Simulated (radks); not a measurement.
**Spin polarisation of the 2p shell in B**

Aim: the energy gained and the exchange splitting as electrons of the 2p shell of B are turned from spin down to spin up.

Method: scalar-relativistic Kohn-Sham, LDA (Slater exchange, Perdew-Wang correlation), spin-polarised, spherical densities, finite nucleus. Code: radks (a radial shooting solver on a logarithmic mesh, Libxc functionals) version 1.

## 1. What is computed

- element: boron (Z = 5)
- charge: 0
- electrons: 5
- configuration: [He] 2s2 2p(up 0.5, down 0.5)
- nuclear rms radius: 2.406 fm

A shell typed twice in an input gives spin up, then spin down.

## 2. No moment

Input:

```text
Z 5
configuration [He] 2s2 2p0.5 2p0.5
relativity scalar-relativistic
functional lda,pw
spin polarised
nucleus finite rms 2.406 fm
c 137.035999084
```

## 3. moment 0.25 in 2p

Input:

```text
Z 5
configuration [He] 2s2 2p0.625 2p0.375
relativity scalar-relativistic
functional lda,pw
spin polarised
nucleus finite rms 2.406 fm
c 137.035999084
```

## 4. moment 0.5 in 2p

Input:

```text
Z 5
configuration [He] 2s2 2p0.75 2p0.25
relativity scalar-relativistic
functional lda,pw
spin polarised
nucleus finite rms 2.406 fm
c 137.035999084
```

## 5. moment 0.75 in 2p

Input:

```text
Z 5
configuration [He] 2s2 2p0.875 2p0.125
relativity scalar-relativistic
functional lda,pw
spin polarised
nucleus finite rms 2.406 fm
c 137.035999084
```

## 6. moment 1 in 2p

Input:

```text
Z 5
configuration [He] 2s2 2p1 2p0
relativity scalar-relativistic
functional lda,pw
spin polarised
nucleus finite rms 2.406 fm
c 137.035999084
```

Before running it: what results should come out? Wanted: for each run, moment; E − E(0); ε(2p up); ε(2p down); splitting.

**Answer**, as computed:

```
moment (μB)  E − E(0) (eV)  ε(2p up) (eV)  ε(2p down) (eV)  splitting (eV)
          0          0.000         -3.715           -3.715           0.000
       0.25         -0.016         -3.834           -3.582           0.252
        0.5         -0.063         -3.937           -3.433           0.504
       0.75         -0.142         -4.024           -3.268           0.756
          1         -0.252         -4.096           -3.087           1.008
```

**Reading.** At a moment of 1 μB the energy has fallen by 0.25 eV and the 2p levels split by 1.01 eV, 1.008 eV per μB. The Stoner form E = −I m²/4 would give I = 1.008 eV. The energy falls at every step.
